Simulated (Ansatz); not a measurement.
The system is MnHg.

```xyz
2
Lattice="3.3150 0.0000 0.0000 0.0000 3.3150 0.0000 0.0000 0.0000 3.3150" Properties=species:S:1:pos:R:3 pbc="T T T"
Hg    0.0000    0.0000    0.0000
Mn    1.6575    1.6575    1.6575
```

Base run:

```yaml
Program: Ansatz 0.2.0
Functional: PBE
Potentials_or_basis: Ansatz PAW
Cutoff: "420 eV (not typed: the program's choice for these potentials)"
k_mesh: 7 × 7 × 7
Occupations: fermi-dirac, width 0.05 eV
Spin: collinear spin, ferromagnetic start
Starting_moments: "[0.0, 2.0] μB"
Fixed_moment: 2 μB
```

Its results: pressure -10.1 GPa; site moments Hg -0.08; Mn +2.21 μB.

The run is repeated on the same cell with these changes: fixed moment from 2 μB to 3 μB; moments at the start from [0.0, 2.0] to [0.0, 3.0]. What comes out?

Pressure -5.5 GPa; site moments Hg -0.09; Mn +3.20 μB.

Caveats: the total moment is fixed, so each spin has its own Fermi level; the thresholds are loose for stress.
